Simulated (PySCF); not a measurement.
# C3H7FGa−: NMR shifts at several levels of theory, part 2 of 2

PySCF 2.14.0. Atoms count from 0.

### Step 9. Shielding tensors: PBE0/STO-3G

The job: settings as JSON, then the geometry in Å.

```
{"job": {"kind": "nmr", "xc": "PBE0", "basis": "STO-3G", "pop": true}, "charge": -1, "multiplicity": 1}
C     -0.838682     0.904349     1.135036
C     -0.254358     0.144834     0.198461
Ga     1.759630     0.064384    -0.174685
C     -1.087836    -0.730397    -0.667074
F     -2.463963    -0.663077    -0.442696
H     -0.247300     1.558210     1.787192
H     -1.927101     0.908142     1.291345
H      2.282600     1.536042    -0.586672
H      1.951406    -0.974061    -1.411280
H      2.526850    -0.476752     1.140028
H     -0.784725    -1.787097    -0.537577
H     -0.916522    -0.484577    -1.732079
```

With the program's defaults for keys left out, this is: GIAO PBE0/STO-3G NMR shielding, non-relativistic, gas phase.

Standard output:

```text
coarse grid: 45560 points
cycle   1  E = -2116.9210495690  dE = -1.647e+00  |g| = 6.823e-01  |ddm| = 4.224e+00
cycle   2  E = -2064.5968019908  dE =  5.232e+01  |g| = 9.991e+00  |ddm| = 1.154e+01
cycle   3  E = -2114.0451362124  dE = -4.945e+01  |g| = 3.706e+00  |ddm| = 1.066e+01
cycle   4  E = -2116.3852618554  dE = -2.340e+00  |g| = 1.912e+00  |ddm| = 1.894e+00
cycle   5  E = -2116.9467035368  dE = -5.614e-01  |g| = 9.831e-01  |ddm| = 9.215e-01
cycle   6  E = -2117.1843971212  dE = -2.377e-01  |g| = 1.535e-01  |ddm| = 9.915e-01
cycle   7  E = -2117.1912481534  dE = -6.851e-03  |g| = 6.697e-02  |ddm| = 2.165e-01
cycle   8  E = -2117.1927456559  dE = -1.498e-03  |g| = 1.158e-02  |ddm| = 1.098e-01
cycle   9  E = -2117.1927724516  dE = -2.680e-05  |g| = 8.687e-03  |ddm| = 2.384e-02
cycle  10  E = -2117.1928013005  dE = -2.885e-05  |g| = 1.388e-03  |ddm| = 1.440e-02
cycle  11  E = -2117.1928025981  dE = -1.298e-06  |g| = 9.392e-04  |ddm| = 5.436e-03
final grid: 96128 points
cycle  12  E = -2117.1927625359  dE =  3.264e-06  |g| = 3.176e-03  |ddm| = 6.834e-03
cycle  13  E = -2117.1927127222  dE =  4.981e-05  |g| = 1.204e-02  |ddm| = 2.532e-02
cycle  14  E = -2117.1927662782  dE = -5.356e-05  |g| = 1.553e-04  |ddm| = 2.001e-02
cycle  15  E = -2117.1927662880  dE = -9.863e-09  |g| = 3.385e-05  |ddm| = 2.849e-04
cycle  16  E = -2117.1927662902  dE = -2.176e-09  |g| = 2.110e-05  |ddm| = 3.006e-04
cycle  17  E = -2117.1927662904  dE = -2.124e-10  |g| = 8.619e-06  |ddm| = 6.443e-05
converged SCF energy = -2117.1927662904

GIAO shielding tensors (ppm)
atom      isotropic    diamagn.    paramagn.     s11        s22        s33       span
  0 C      142.027     254.664    -112.637     49.962    171.553    204.567    154.605
  1 C       91.009     251.778    -160.769    -37.809     93.040    217.795    255.604
  2 Ga    -927.715    2606.804   -3534.520  -2727.016   -251.380    195.251   2922.267
  3 C      169.076     249.787     -80.711    136.158    156.209    214.860     78.702
  4 F      443.767     454.488     -10.721    411.230    456.961    463.110     51.880
  5 H       28.523      32.792      -4.269     26.442     26.950     32.176      5.734
  6 H       28.390      32.423      -4.033     25.610     26.062     33.499      7.889
  7 H       32.978      32.222       0.756     30.158     32.603     36.172      6.014
  8 H       28.864      32.681      -3.816     24.065     29.457     33.072      9.007
  9 H       33.172      32.215       0.957     30.361     32.945     36.210      5.848
 10 H       30.571      31.557      -0.985     25.805     30.938     34.971      9.165
 11 H       30.580      31.614      -1.035     25.639     31.077     35.023      9.384
```

It took 2.9 s on 1 thread, shared host.

In short: δ C1 143.7, C0 92.7, C3 65.6, Ga2 1581, H6 4.21, H5 4.08 ppm.

### Step 10. Shielding tensors: PBE0/6-31G

Same as in step 9 but for these lines:

```diff
@@ -1,2 +1,2 @@
-{"job": {"kind": "nmr", "xc": "PBE0", "basis": "STO-3G", "pop": true}, "charge": -1, "multiplicity": 1}
+{"job": {"kind": "nmr", "xc": "PBE0", "basis": "6-31G", "pop": true}, "charge": -1, "multiplicity": 1}
 C     -0.838682     0.904349     1.135036
```

With the program's defaults for keys left out, this is: GIAO PBE0/6-31G NMR shielding, non-relativistic, gas phase.

Standard output:

```text
coarse grid: 45560 points
cycle   1  E = -2142.2551145538  dE = -2.695e-01  |g| = 5.368e-01  |ddm| = 3.092e+00
cycle   2  E = -2142.2425443145  dE =  1.257e-02  |g| = 6.548e-01  |ddm| = 1.226e+00
cycle   3  E = -2142.3223883846  dE = -7.984e-02  |g| = 5.521e-02  |ddm| = 5.954e-01
cycle   4  E = -2142.3229738489  dE = -5.855e-04  |g| = 2.834e-02  |ddm| = 1.050e-01
cycle   5  E = -2142.3231658568  dE = -1.920e-04  |g| = 7.123e-03  |ddm| = 3.633e-02
cycle   6  E = -2142.3231764362  dE = -1.058e-05  |g| = 3.412e-03  |ddm| = 8.908e-03
cycle   7  E = -2142.3231797104  dE = -3.274e-06  |g| = 3.892e-04  |ddm| = 4.024e-03
final grid: 96128 points
cycle   8  E = -2142.3232058418  dE =  3.055e-08  |g| = 5.750e-04  |ddm| = 1.366e-03
cycle   9  E = -2142.3232056686  dE =  1.732e-07  |g| = 9.851e-04  |ddm| = 1.666e-03
cycle  10  E = -2142.3232059344  dE = -2.658e-07  |g| = 9.161e-05  |ddm| = 1.007e-03
cycle  11  E = -2142.3232059363  dE = -1.911e-09  |g| = 9.821e-06  |ddm| = 9.306e-05
cycle  12  E = -2142.3232059363  dE = -2.774e-11  |g| = 2.268e-06  |ddm| = 1.715e-05
converged SCF energy = -2142.3232059363

GIAO shielding tensors (ppm)
atom      isotropic    diamagn.    paramagn.     s11        s22        s33       span
  0 C       91.471     257.475    -166.004    -10.893    109.088    176.217    187.110
  1 C       37.747     249.995    -212.249    -78.814     19.287    172.767    251.581
  2 Ga    1970.334    2631.169    -660.835   1901.540   1990.855   2018.608    117.068
  3 C      112.577     246.593    -134.015     74.469     99.689    163.575     89.106
  4 F      418.013     471.742     -53.729    378.977    436.289    438.775     59.798
  5 H       27.604      31.890      -4.286     25.337     25.850     31.624      6.286
  6 H       26.998      31.439      -4.441     24.812     25.112     31.069      6.257
  7 H       28.827      30.111      -1.284     23.075     25.202     38.205     15.130
  8 H       28.979      30.177      -1.198     23.086     26.061     37.790     14.704
  9 H       28.836      30.104      -1.269     23.093     25.180     38.233     15.140
 10 H       27.591      29.742      -2.151     22.525     29.135     31.113      8.588
 11 H       27.561      29.771      -2.211     22.362     29.034     31.286      8.924
```

It took 5.1 s on 1 thread, shared host.

In short: δ C1 161.8, C0 108.1, C3 87.0, Ga2 72, H6 5.61, H10 5.04 ppm (means over like atoms).

### Step 11. NMR shieldings: PBE0/6-31G*

Same as in step 10 but for these lines:

```diff
@@ -1,2 +1,2 @@
-{"job": {"kind": "nmr", "xc": "PBE0", "basis": "6-31G", "pop": true}, "charge": -1, "multiplicity": 1}
+{"job": {"kind": "nmr", "xc": "PBE0", "basis": "6-31G*", "pop": true}, "charge": -1, "multiplicity": 1}
 C     -0.838682     0.904349     1.135036
```

Level: GIAO PBE0/6-31G* NMR shielding, non-relativistic, gas phase.

Standard output:

```text
coarse grid: 45560 points
cycle   1  E = -2142.3464498026  dE = -3.001e-01  |g| = 6.708e-01  |ddm| = 3.114e+00
cycle   2  E = -2142.3270155356  dE =  1.943e-02  |g| = 8.008e-01  |ddm| = 1.195e+00
cycle   3  E = -2142.4268632753  dE = -9.985e-02  |g| = 6.075e-02  |ddm| = 6.277e-01
cycle   4  E = -2142.4276197259  dE = -7.565e-04  |g| = 2.590e-02  |ddm| = 1.001e-01
cycle   5  E = -2142.4277611196  dE = -1.414e-04  |g| = 9.442e-03  |ddm| = 3.379e-02
cycle   6  E = -2142.4277820505  dE = -2.093e-05  |g| = 3.365e-03  |ddm| = 1.086e-02
cycle   7  E = -2142.4277850385  dE = -2.988e-06  |g| = 5.326e-04  |ddm| = 3.509e-03
final grid: 96128 points
cycle   8  E = -2142.4278116510  dE =  7.369e-08  |g| = 8.037e-04  |ddm| = 1.551e-03
cycle   9  E = -2142.4278113280  dE =  3.230e-07  |g| = 1.381e-03  |ddm| = 2.042e-03
cycle  10  E = -2142.4278118207  dE = -4.927e-07  |g| = 1.221e-04  |ddm| = 1.248e-03
cycle  11  E = -2142.4278118241  dE = -3.400e-09  |g| = 1.823e-05  |ddm| = 1.260e-04
cycle  12  E = -2142.4278118242  dE = -6.776e-11  |g| = 2.522e-06  |ddm| = 1.973e-05
converged SCF energy = -2142.4278118242

GIAO shielding tensors (ppm)
atom      isotropic    diamagn.    paramagn.     s11        s22        s33       span
  0 C       87.997     258.487    -170.490    -12.978    107.386    169.582    182.560
  1 C       35.636     244.295    -208.660    -78.195     15.992    169.109    247.304
  2 Ga    1794.480    2643.288    -848.808   1750.803   1787.058   1845.579     94.776
  3 C      107.412     246.233    -138.821     69.779     94.257    158.201     88.422
  4 F      418.314     470.517     -52.203    379.733    436.035    439.173     59.440
  5 H       27.291      31.885      -4.593     24.855     25.557     31.461      6.606
  6 H       26.933      31.328      -4.395     24.758     24.859     31.183      6.426
  7 H       28.436      30.168      -1.732     22.511     24.353     38.443     15.933
  8 H       28.650      30.395      -1.745     22.719     25.309     37.923     15.204
  9 H       28.440      30.161      -1.721     22.521     24.329     38.471     15.950
 10 H       27.046      29.370      -2.324     21.973     28.105     31.060      9.087
 11 H       27.016      29.412      -2.396     21.806     27.993     31.249      9.444
```

Run time: 6.8 s. Hardware: 1 thread, shared host.

Key values: δ C1 158.5, C0 106.1, C3 86.7, Ga2 85, H6 5.03, H10 4.93 ppm (means over like atoms).

### Step 12. Nuclear shieldings: PBE0/def2-SVP

Same as in step 11 but for these lines:

```diff
@@ -1,2 +1,2 @@
-{"job": {"kind": "nmr", "xc": "PBE0", "basis": "6-31G*", "pop": true}, "charge": -1, "multiplicity": 1}
+{"job": {"kind": "nmr", "xc": "PBE0", "basis": "def2-SVP", "pop": true}, "charge": -1, "multiplicity": 1}
 C     -0.838682     0.904349     1.135036
```

With the program's defaults for keys left out, this is: GIAO PBE0/def2-SVP NMR shielding, non-relativistic, gas phase.

Standard output:

```text
coarse grid: 45560 points
cycle   1  E = -2142.2347730210  dE = -3.467e-01  |g| = 6.403e-01  |ddm| = 3.361e+00
cycle   2  E = -2142.2185277239  dE =  1.625e-02  |g| = 7.546e-01  |ddm| = 1.233e+00
cycle   3  E = -2142.3101954053  dE = -9.167e-02  |g| = 6.465e-02  |ddm| = 6.550e-01
cycle   4  E = -2142.3110179776  dE = -8.226e-04  |g| = 2.707e-02  |ddm| = 1.043e-01
cycle   5  E = -2142.3111692328  dE = -1.513e-04  |g| = 9.999e-03  |ddm| = 3.750e-02
cycle   6  E = -2142.3111925922  dE = -2.336e-05  |g| = 3.267e-03  |ddm| = 1.111e-02
cycle   7  E = -2142.3111954466  dE = -2.854e-06  |g| = 5.765e-04  |ddm| = 3.678e-03
final grid: 96128 points
cycle   8  E = -2142.3112212315  dE =  8.730e-08  |g| = 8.769e-04  |ddm| = 1.814e-03
cycle   9  E = -2142.3112208678  dE =  3.637e-07  |g| = 1.480e-03  |ddm| = 2.314e-03
cycle  10  E = -2142.3112214292  dE = -5.614e-07  |g| = 1.395e-04  |ddm| = 1.429e-03
cycle  11  E = -2142.3112214336  dE = -4.361e-09  |g| = 1.817e-05  |ddm| = 1.391e-04
cycle  12  E = -2142.3112214337  dE = -7.321e-11  |g| = 2.791e-06  |ddm| = 2.337e-05
converged SCF energy = -2142.3112214337

GIAO shielding tensors (ppm)
atom      isotropic    diamagn.    paramagn.     s11        s22        s33       span
  0 C       86.485     253.152    -166.667    -17.062    103.496    173.021    190.083
  1 C       26.776     253.048    -226.272    -95.503      2.955    172.878    268.381
  2 Ga    1772.258    2636.966    -864.708   1733.237   1786.044   1797.492     64.255
  3 C      106.147     244.726    -138.579     66.106     92.374    159.962     93.856
  4 F      421.192     469.592     -48.400    382.229    438.651    442.696     60.466
  5 H       26.517      32.178      -5.660     24.242     24.275     31.034      6.793
  6 H       25.824      31.904      -6.080     23.295     24.057     30.121      6.826
  7 H       27.954      29.579      -1.625     22.311     23.803     37.746     15.435
  8 H       28.209      29.722      -1.512     22.378     24.910     37.341     14.963
  9 H       27.958      29.571      -1.613     22.332     23.778     37.764     15.433
 10 H       26.542      29.826      -3.284     21.610     27.415     30.600      8.991
 11 H       26.513      29.879      -3.366     21.441     27.296     30.802      9.361
```

Run time: 7.6 s. Hardware: 1 thread, shared host.

Key values: δ C1 166.9, C0 107.2, C3 87.6, Ga2 47, H6 5.52, H5 4.82 ppm.

### Step 13. Shielding tensors: PBE0/def2-TZVP

Same as in step 12 but for these lines:

```diff
@@ -1,2 +1,2 @@
-{"job": {"kind": "nmr", "xc": "PBE0", "basis": "def2-SVP", "pop": true}, "charge": -1, "multiplicity": 1}
+{"job": {"kind": "nmr", "xc": "PBE0", "basis": "def2-TZVP", "pop": true}, "charge": -1, "multiplicity": 1}
 C     -0.838682     0.904349     1.135036
```

Method: GIAO PBE0/def2-TZVP NMR shielding, non-relativistic, gas phase.

Standard output:

```text
coarse grid: 45560 points
cycle   1  E = -2142.7155883382  dE = -3.003e-01  |g| = 8.374e-01  |ddm| = 2.584e+00
cycle   2  E = -2142.6718611676  dE =  4.373e-02  |g| = 1.074e+00  |ddm| = 1.547e+00
cycle   3  E = -2142.8098711341  dE = -1.380e-01  |g| = 7.337e-02  |ddm| = 8.430e-01
cycle   4  E = -2142.8108559021  dE = -9.848e-04  |g| = 3.510e-02  |ddm| = 1.157e-01
cycle   5  E = -2142.8110475658  dE = -1.917e-04  |g| = 1.170e-02  |ddm| = 3.563e-02
cycle   6  E = -2142.8110749420  dE = -2.738e-05  |g| = 3.171e-03  |ddm| = 1.082e-02
cycle   7  E = -2142.8110772530  dE = -2.311e-06  |g| = 9.761e-04  |ddm| = 2.628e-03
final grid: 96128 points
cycle   8  E = -2142.8110689895  dE =  4.274e-07  |g| = 1.696e-03  |ddm| = 3.376e-03
cycle   9  E = -2142.8110673649  dE =  1.625e-06  |g| = 3.089e-03  |ddm| = 3.264e-03
cycle  10  E = -2142.8110697077  dE = -2.343e-06  |g| = 1.830e-04  |ddm| = 2.068e-03
cycle  11  E = -2142.8110697148  dE = -7.112e-09  |g| = 2.603e-05  |ddm| = 1.412e-04
cycle  12  E = -2142.8110697149  dE = -1.210e-10  |g| = 4.489e-06  |ddm| = 2.743e-05
converged SCF energy = -2142.8110697149

GIAO shielding tensors (ppm)
atom      isotropic    diamagn.    paramagn.     s11        s22        s33       span
  0 C       76.208     254.996    -178.788    -34.820     96.690    166.755    201.574
  1 C        6.310     248.266    -241.956   -125.062    -18.135    162.125    287.187
  2 Ga    1679.491    2643.253    -963.762   1646.087   1667.871   1724.515     78.428
  3 C       92.202     239.839    -147.637     51.800     77.049    147.755     95.955
  4 F      407.096     466.459     -59.363    363.104    428.197    429.988     66.884
  5 H       26.463      31.655      -5.191     24.192     24.530     30.668      6.477
  6 H       25.699      31.381      -5.682     23.236     24.117     29.744      6.508
  7 H       27.964      29.558      -1.595     22.467     23.866     37.559     15.092
  8 H       28.192      29.819      -1.628     22.402     24.974     37.198     14.796
  9 H       27.967      29.553      -1.587     22.483     23.841     37.577     15.094
 10 H       26.366      29.306      -2.940     21.579     26.935     30.584      9.006
 11 H       26.336      29.325      -2.988     21.413     26.804     30.792      9.378
```

It took 18 s on 1 thread, shared host.

Key values: δ C1 180.3, C0 110.4, C3 94.5, Ga2 66, H6 5.78, H10 5.13 ppm (means over like atoms).

### Step 14. Nuclear shieldings: PBE0/cc-pVDZ

Same as in step 13 but for these lines:

```diff
@@ -1,2 +1,2 @@
-{"job": {"kind": "nmr", "xc": "PBE0", "basis": "def2-TZVP", "pop": true}, "charge": -1, "multiplicity": 1}
+{"job": {"kind": "nmr", "xc": "PBE0", "basis": "cc-pVDZ", "pop": true}, "charge": -1, "multiplicity": 1}
 C     -0.838682     0.904349     1.135036
```

Level: GIAO PBE0/cc-pVDZ NMR shielding, non-relativistic, gas phase.

Standard output:

```text
coarse grid: 45560 points
cycle   1  E = -2142.6274342876  dE = -2.705e-01  |g| = 5.424e-01  |ddm| = 6.247e+00
cycle   2  E = -2142.6160646223  dE =  1.137e-02  |g| = 6.440e-01  |ddm| = 2.079e+00
cycle   3  E = -2142.6945389347  dE = -7.847e-02  |g| = 6.011e-02  |ddm| = 9.311e-01
cycle   4  E = -2142.6951813663  dE = -6.424e-04  |g| = 2.642e-02  |ddm| = 1.555e-01
cycle   5  E = -2142.6953385743  dE = -1.572e-04  |g| = 8.148e-03  |ddm| = 5.252e-02
cycle   6  E = -2142.6953528880  dE = -1.431e-05  |g| = 3.604e-03  |ddm| = 1.520e-02
cycle   7  E = -2142.6953562921  dE = -3.404e-06  |g| = 5.324e-04  |ddm| = 5.791e-03
final grid: 96128 points
cycle   8  E = -2142.6953806858  dE =  7.779e-08  |g| = 7.957e-04  |ddm| = 2.688e-03
cycle   9  E = -2142.6953803531  dE =  3.328e-07  |g| = 1.367e-03  |ddm| = 3.252e-03
cycle  10  E = -2142.6953808586  dE = -5.055e-07  |g| = 1.257e-04  |ddm| = 1.993e-03
cycle  11  E = -2142.6953808622  dE = -3.650e-09  |g| = 1.343e-05  |ddm| = 2.109e-04
cycle  12  E = -2142.6953808623  dE = -4.093e-11  |g| = 2.922e-06  |ddm| = 3.197e-05
converged SCF energy = -2142.6953808623

GIAO shielding tensors (ppm)
atom      isotropic    diamagn.    paramagn.     s11        s22        s33       span
  0 C       88.867     254.890    -166.023    -15.738    107.746    174.591    190.329
  1 C       27.957     249.034    -221.077    -90.216      5.813    168.274    258.491
  2 Ga    1825.512    2639.770    -814.258   1786.113   1822.680   1867.744     81.632
  3 C      108.330     244.995    -136.665     68.813     94.606    161.570     92.757
  4 F      414.756     470.391     -55.636    376.737    428.831    438.699     61.962
  5 H       26.453      32.021      -5.567     24.108     24.302     30.949      6.841
  6 H       25.657      31.682      -6.025     23.109     23.904     29.957      6.847
  7 H       27.973      30.035      -2.062     22.286     23.771     37.862     15.576
  8 H       28.228      30.223      -1.995     22.345     24.824     37.515     15.170
  9 H       27.977      30.029      -2.052     22.302     23.749     37.880     15.578
 10 H       26.338      29.668      -3.330     21.337     27.238     30.440      9.103
 11 H       26.309      29.720      -3.411     21.165     27.121     30.641      9.475
```

Wall time 9.6 s (1 thread, shared host).

This run: δ C1 168.8, C0 107.9, C3 88.4, Ga2 67, H6 5.63, H10 4.97 ppm (means over like atoms).

### Step 15. Side by side: NMR shifts

Shifts (ppm) of some atoms, chosen among heavy atoms and hydrogens apart, means over like atoms, with basis size and wall time:

```
               run     C1     C0    C3   H10    H7   Ga2      F4  functions   time
     WP04/pcSseg-1  179.1  111.5  95.7  4.96  2.55    47  -228.4        144  8.6 s
    B97-2/pcSseg-1  173.8  109.4  92.6  5.12  3.17    64  -231.2        144  8.5 s
BHandHLYP/pcSseg-1  180.9  112.9  92.1  4.98  3.04    62  -218.8        144  8.2 s
CAM-B3LYP/pcSseg-1  183.0  113.0  95.3  5.09  3.14    69  -226.9        144   12 s
  wB97X-D/pcSseg-1  178.3  112.9  93.8  5.06  3.20    68  -228.6        144   11 s
  LC-wPBE/pcSseg-1  181.7  117.0  93.6  5.00  3.06    66  -216.9        144   17 s
       PBE0/STO-3G  143.7   92.7  65.6  2.03  0.93  1581  -139.4         45  2.9 s
        PBE0/6-31G  161.8  108.1  87.0  5.04  3.73    72  -240.7         77  5.1 s
       PBE0/6-31G*  158.5  106.1  86.7  4.93  3.45    85  -219.4        102  6.8 s
     PBE0/def2-SVP  166.9  107.2  87.6  4.81  3.30    47  -206.6        123  7.6 s
    PBE0/def2-TZVP  180.3  110.4  94.5  5.13  3.44    66  -228.2        214   18 s
      PBE0/cc-pVDZ  168.8  107.9  88.4  4.97  3.23    67  -213.8        118  9.6 s
```

### Step 16. What came out

This closing draws on all 2 parts.

```
                                                              quantity                                             value
                                                           point group                                                Cs
                                  rotational constants (main isotopes)                              7.44, 1.39, 1.20 GHz
                                ¹³C shifts against TMS (WP04/pcSseg-1)                            179.1, 111.5, 95.7 ppm
¹H shifts against TMS (WP04/pcSseg-1, means over atoms taken as alike)                        5.37, 4.96, 4.66, 2.55 ppm
                             ⁷¹Ga shifts against GaH4- (WP04/pcSseg-1)                                            47 ppm
                              ¹⁹F shifts against CFCl3 (WP04/pcSseg-1)                                        -228.4 ppm
                                             range of the shift of Ga2                                    47 to 1581 ppm
                                         property runs in this session  12, of which 0 failed and 1 gave unsound results
```

**Reading.** Single values in the summary come from the first run of each kind that ended normally (WP04/pcSseg-1), which need not be the best level. Over 11 steps the energy fell by 0.343 eV; of the close pairs, C1–Ga2 changed most, 1.988 to 2.050 Å. No frequency check was run at this level, so the end point may be a saddle. At WP04/pcSseg-1: The largest span, 290 ppm, is at C1, where the paramagnetic term is -268 ppm. In ppm, Ga2 moves most: its shift spreads over 1534 ppm, from 47 (WP04/pcSseg-1) to 1581 (PBE0/STO-3G). A minimal basis is unusable for shieldings, so that end is no result. Spin-orbit coupling is left out, which matters for shieldings and couplings at and beside the heavy atoms.
